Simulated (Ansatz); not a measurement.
C2H4AlClGe, SMILES Cl[C]1=[CH][GeH2][AlH]1, a ladder of methods at one geometry

Run with the Python package of Ansatz (0.2.0).

`c2h4alclge.xyz`
```text
9

Cl    1.49420    1.67010    2.00310
C     0.65660    0.72880    0.76970
C     1.16620   -0.06340   -0.23430
Ge   -0.35330   -0.96600   -0.77610
Al   -1.27820    0.75480    0.25190
H     2.23000   -0.27820   -0.46650
H    -0.58730   -0.98260   -2.30710
H    -0.56800   -2.30840   -0.03690
H    -2.67160    1.39860    0.77910
```

`run_methods.py`
```python
from dataclasses import dataclass
from pathlib import Path

import ansatz as az
import numpy as np


@dataclass
class Options:
    basis_set: str = "def2-SVP"


opts = Options()

system = az.Crystal.molecule_from_extxyz("c2h4alclge.xyz")

calc = system.calculation().basis(gaussian=opts.basis_set)

print("functional    E (Ha)        dipole (D)   HOMO (eV)  LUMO (eV)")
for name in ["r2scan", "pbe0", "revpbe", "pbe"]:
    rep = calc.functional(name).forces().orbitals().run(threads=1, runs_dir="runs").report
    lines = Path(rep["orbitals_path"]).read_text().splitlines()
    field_of = lambda key: [line.split("=")[1].strip() for line in lines if line.startswith(key)]
    orbitals = [(27.211386 * float(e), s, float(n)) for e, s, n in zip(field_of("Ene="), field_of("Spin="), field_of("Occup="))]
    homo = max(e for e, _, n in orbitals if n > 0.5)
    lumo = min(e for e, _, n in orbitals if n < 0.5)
    dipole = 4.803205 * np.linalg.norm(rep["charge_distribution"]["dipole_moment_e_ang"])
    print(f"{name:10s} {rep['free_energy_ev'] / 27.211386246:14.6f} {dipole:9.3f} {homo:11.3f} {lumo:10.3f}")
```

```console
$ python run_methods.py
functional    E (Ha)        dipole (D)   HOMO (eV)  LUMO (eV)
r2scan       -2857.520277     1.285      -6.026     -2.749
pbe0         -2857.006519     1.288      -6.877     -2.158
revpbe       -2857.308326     1.085      -5.690     -2.820
pbe          -2856.881849     1.052      -5.721     -2.907
```

Reading the output:
- Total energies depend on the basis set; only differences at equal settings carry meaning.
- The geometry is a force-field or estimated start, not a minimum of this method, and the basis set is short of its limit. A lower total doesn't mark the better method: functionals have no common bound, and MP2 and coupled cluster aren't variational.
- Levels such as HOMO and LUMO are orbital energies: with these approximate functionals they aren't the ionisation energy and electron affinity, and their gap isn't the fundamental gap.
- It ran for 32 s on 1 thread of Intel(R) Xeon(R) Platinum 8259CL CPU @ 2.50GHz (Skylake/Cascade Lake), on a shared host, peak memory 0.37 GiB.

(Lines on the test bed's own set-up are left out of the output.)
